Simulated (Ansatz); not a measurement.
# MgZn5S6: the cost of one run

Program: Ansatz 0.2.0. Level of theory: DFT PBE, scalar-relativistic, plane waves, PAW. These are calculated values, not measurements.

## 1. The structure to begin with

Symmetry: P3m1, No. 156, trigonal system. The conventional cell has a = 3.877 Å, b = 3.877 Å, c = 19.032 Å, α = 90.00°, β = 90.00°, γ = 120.00°. Mg (site symmetry 3m) has 4 S at 2.41 to 2.47 Å as nearest neighbours. Zn (site symmetry 3m) is surrounded by 4 S at 2.36 to 2.37 Å. Around S (site symmetry 3m) lie 1 Zn at 2.36 Å and 3 Mg at 2.41 Å. Around S (site symmetry 3m) lie 4 Zn at 2.36 to 2.37 Å. Only part of the 12 independent sites is listed.

As a file:

```cif
data_structure
_symmetry_space_group_name_H-M 'P 1'
_symmetry_Int_Tables_number 1
_cell_length_a 3.8767
_cell_length_b 3.8767
_cell_length_c 19.0321
_cell_angle_alpha 90.000
_cell_angle_beta 90.000
_cell_angle_gamma 120.000
_cell_volume 247.71
loop_
_atom_site_label
_atom_site_type_symbol
_atom_site_fract_x
_atom_site_fract_y
_atom_site_fract_z
_atom_site_occupancy
Mg1 Mg 0.33333 0.66667 0.16655 1
Zn1 Zn 0.00000 0.00000 0.99591 1
Zn2 Zn 0.00000 0.00000 0.50213 1
Zn3 Zn 0.66667 0.33333 0.66682 1
Zn4 Zn 0.66667 0.33333 0.33767 1
Zn5 Zn 0.33333 0.66667 0.83122 1
S1 S 0.00000 0.00000 0.11966 1
S2 S 0.00000 0.00000 0.62629 1
S3 S 0.33333 0.66667 0.29644 1
S4 S 0.66667 0.33333 0.79073 1
S5 S 0.66667 0.33333 0.46143 1
S6 S 0.33333 0.66667 0.95514 1
```

The cell was relaxed beforehand at this level, from a generated guess; it is a trial structure. At a tolerance of 0.02 Å it has space group P3m1 (No. 156); it has 20.64 Å³/atom, an uncorrected energy of -0.92 eV/atom over the elements.

## 2. Static run: bands, density of states and charges

input.yaml reads:

```yaml
crystal:
  lattice:
    - [3.8767270994, 0.0, 0.0]
    - [-1.9383635497, 3.3573441516, 0.0]
    - [0.0, 0.0, 19.0320949971]
  atoms:
    - { symbol: Mg, position: [0.3333333333, 0.6666666667, 0.1665510649] }
    - { symbol: Zn, position: [0.0, 0.0, 0.9959130139] }
    - { symbol: Zn, position: [0.0, 0.0, 0.5021333815] }
    - { symbol: Zn, position: [0.6666666667, 0.3333333333, 0.6668207647] }
    - { symbol: Zn, position: [0.6666666667, 0.3333333333, 0.3376654703] }
    - { symbol: Zn, position: [0.3333333333, 0.6666666667, 0.8312198176] }
    - { symbol: S, position: [0.0, 0.0, 0.1196553576] }
    - { symbol: S, position: [0.0, 0.0, 0.6262935995] }
    - { symbol: S, position: [0.3333333333, 0.6666666667, 0.2964434297] }
    - { symbol: S, position: [0.6666666667, 0.3333333333, 0.7907283733] }
    - { symbol: S, position: [0.6666666667, 0.3333333333, 0.4614318276] }
    - { symbol: S, position: [0.3333333333, 0.6666666667, 0.9551438994] }
basis:
  ecutwfc: 420
kpoints:
  mp_grid: { grid: [12, 12, 2] }
  band_path:
    path:
      - [[0.0, 0.0, 0.0], [0.5, 0.0, 0.0], [0.33333333, 0.33333333, 0.0], [0.0, 0.0, 0.0], [0.0, 0.0, 0.5], [0.5, 0.0, 0.5], [0.33333333, 0.33333333, 0.5], [0.0, 0.0, 0.5]]
      - [[0.5, 0.0, 0.5], [0.5, 0.0, 0.0]]
      - [[0.33333333, 0.33333333, 0.5], [0.33333333, 0.33333333, 0.0]]
    npoints: 10
hamiltonian:
  xc: pbe
scf:
  occupations: { method: gaussian, width: 0.02 }
  n_extra_bands: 30
output:
  forces: true
  stress: true
  eigenvalues: true
  populations: true
  dos: { projected: true, de: 0.02, nscf_kmesh: { grid: [18, 18, 3] } }
  bader: false
  write_density: true
  write_potential: true
  elf: true
  volumetric_format: npy
```

Command:

```console
> ansatz run input.yaml --threads 4 --pin off --max-ram 8192MiB --backend cpu --events-out ev --progress --plain --runs-dir out
```

Q: Estimate wall time and peak memory on 4 threads of Intel Xeon Platinum 8259CL at 2.50GHz (Skylake/Cascade Lake), shared host.

About 89 s, with a peak of 1.8 GiB.
